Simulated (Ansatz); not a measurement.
# FH₆N₃Sn: a ladder of functionals and wavefunction methods

How much do the methods differ for FH₆N₃Sn? The plan is to run it at one geometry with functionals of several rungs and with coupled cluster, and see how far each lands from CCSD(T) at the basis-set limit for the atomisation energy.

Program: Ansatz 0.2.0, Gaussian basis. Level of theory: functionals in def2-TZVPP, the program's frozen cores in correlated methods. These are calculated values, not measurements.

Levels to be run: LDA (SPW92), PBE-D4, revPBE-D4, BLYP-D4, r2SCAN-D4, B97M-V, PBE0-D4, B3LYP-D4, r2SCANh-D4, r2SCAN0-D4, HSE06-D4, BHLYP-D4, CAM-B3LYP-D4, LC-ωPBE, ωB97X-V, ωB97M-V, B2PLYP, PBE-QIDH; CCSD(T)/def2-SVP; CCSD(T)/def2-TZVPP; MP2/def2-QZVPP; extrapolation to the limit; RPA on PBE.

## 1. Structure used throughout

The geometry comes from an earlier relaxation with PBE0-D4 in a triple-zeta def2 set; it is a stationary point, not always the lowest conformer. Sn takes the def2 core potential; no spin-orbit term is included.

SMILES `[NH2][Sn]([NH2])([NH2])[F]`, 11 atoms, charge 0, spin multiplicity 1.

Atoms are counted from 1 here; the program's logs count them from 0.

Bond lengths: N1–Sn2 2.002 Å, N1–H6 1.012 Å, N1–H7 1.012 Å, Sn2–N3 2.002 Å, Sn2–N4 2.002 Å, Sn2–F5 1.937 Å, N3–H8 1.012 Å, N3–H9 1.012 Å, N4–H10 1.012 Å, N4–H11 1.012 Å. Angles: Sn2–N1–H6 113.6°, Sn2–N1–H7 112.6°, H6–N1–H7 108.3°, N1–Sn2–N3 110.7°, N1–Sn2–N4 110.8°, N1–Sn2–F5 108.2°, N3–Sn2–N4 110.7°, N3–Sn2–F5 108.3°, N4–Sn2–F5 108.1°, Sn2–N3–H8 112.6°, Sn2–N3–H9 113.6°, H8–N3–H9 108.3°, Sn2–N4–H10 113.6°, Sn2–N4–H11 112.6°, H10–N4–H11 108.3°.

As a file:

```
N    -1.7682    0.5621   -0.5451
Sn    0.1104    0.2005    0.0457
N     0.1250   -0.8811    1.7306
N     1.1426   -0.7258   -1.3986
F     0.9698    1.8987    0.4069
H    -1.9130    1.5050   -0.8822
H    -2.4476    0.3759    0.1815
H     0.8302   -1.6069    1.7211
H     0.2505   -0.3265    2.5674
H     2.0860   -0.3774   -1.5092
H     0.6796   -0.6815   -2.2974
```

## 2. LDA

This LDA is Slater exchange with PW92 correlation.

Input file in.yaml:

```yaml
crystal:
  periodic: [false, false, false]
  atoms:
    - {symbol: N, position_ang: [-1.768225, 0.562061, -0.545074]}
    - {symbol: Sn, position_ang: [0.110427, 0.200486, 0.045663]}
    - {symbol: N, position_ang: [0.125022, -0.881125, 1.730576]}
    - {symbol: N, position_ang: [1.142552, -0.725767, -1.398595]}
    - {symbol: F, position_ang: [0.969818, 1.898733, 0.406938]}
    - {symbol: H, position_ang: [-1.912955, 1.504950, -0.882235]}
    - {symbol: H, position_ang: [-2.447600, 0.375926, 0.181526]}
    - {symbol: H, position_ang: [0.830238, -1.606904, 1.721055]}
    - {symbol: H, position_ang: [0.250492, -0.326498, 2.567431]}
    - {symbol: H, position_ang: [2.086003, -0.377362, -1.509155]}
    - {symbol: H, position_ang: [0.679626, -0.681501, -2.297429]}
basis:
  gaussian: {orbitals: def2-TZVPP}
hamiltonian: {xc: lda}
output: {orbitals: {seedname: orbitals}}
```

Run with:

```
ansatz run in.yaml --threads 4 --pin off --events-out ev --progress --plain --max-ram 10444MiB
```

After this run come: PBE-D4 (GGA); revPBE-D4 (GGA); BLYP-D4 (GGA); r2SCAN-D4 (meta-GGA); B97M-V (meta-GGA); B3LYP-D4 (hybrid); r2SCANh-D4 (hybrid); r2SCAN0-D4 (hybrid); HSE06-D4 (hybrid); BHLYP-D4 (hybrid); CAM-B3LYP-D4 (range-separated); LC-ωPBE (range-separated); ωB97X-V (range-separated); ωB97M-V (range-separated); B2PLYP (double hybrid); PBE-QIDH (double hybrid); CCSD(T) in def2-SVP; CCSD(T) in def2-TZVPP; MP2 in def2-QZVPP; RPA on PBE orbitals.

Before running them: what should the planned runs give, taken together? Wanted: atomisation energy, CCSD(T)/CBS; farthest beyond LDA; mean size of error, GGA; mean size of error, meta-GGA; mean size of error, hybrid; mean size of error, range-separated; mean size of error, double hybrid; gap, smallest and largest; T1 diagnostic.

The runs gave:

| quantity | value |
| --- | --- |
| atomisation energy, CCSD(T)/CBS | 3615.5 kJ/mol |
| functionals within 36.2 kJ/mol (1.0 %) | BLYP-D4, B97M-V, B3LYP-D4, CAM-B3LYP-D4, ωB97X-V, ωB97M-V |
| farthest beyond LDA | BHLYP-D4 (-190.2 kJ/mol) |
| mean size of error, GGA | 41.0 kJ/mol |
| mean size of error, meta-GGA | 49.9 kJ/mol |
| mean size of error, hybrid | 103.7 kJ/mol |
| mean size of error, range-separated | 18.9 kJ/mol |
| mean size of error, double hybrid | 95.2 kJ/mol |
| gap, smallest and largest | 4.47 eV (BLYP-D4), 12.20 eV (LC-ωPBE) |
| T1 diagnostic | 0.0128 |
| triples share of the correlation energy | 3.4 % |

In words: The LDA atomisation energy is off by 557.8 kJ/mol (15 %): it overbinds. PBE-D4 is off by +53.3 kJ/mol. Double hybrids carry the basis error of their MP2 part in triple zeta, and no dispersion term here, so their miss is partly the set-up's. By mean error the best rung here is range-separated (18.9 kJ/mol) and the worst beyond LDA is hybrid (103.7 kJ/mol). The mean of the hybrids holds BHLYP, with half exact exchange. Misses under about 36.2 kJ/mol are within the doubt on the reference itself, which lacks core-valence correlation, spin-orbit coupling and higher excitations, and its outer-core shells are covered unevenly. All levels share the lack of spin-orbit coupling, which lowers the free heavy atoms and so the true binding. Hartree-Fock recovers 62 % of the binding; the rest is correlation. CCSD(T) in def2-SVP is off by -394.2 kJ/mol, more than most functionals: a good method in a small basis is no reference. The gap grows from 4.5 to 12.2 eV across the functionals, mostly with the share of exact exchange. Correlated methods include outer-core shells of Sn, which these sets cover unevenly.
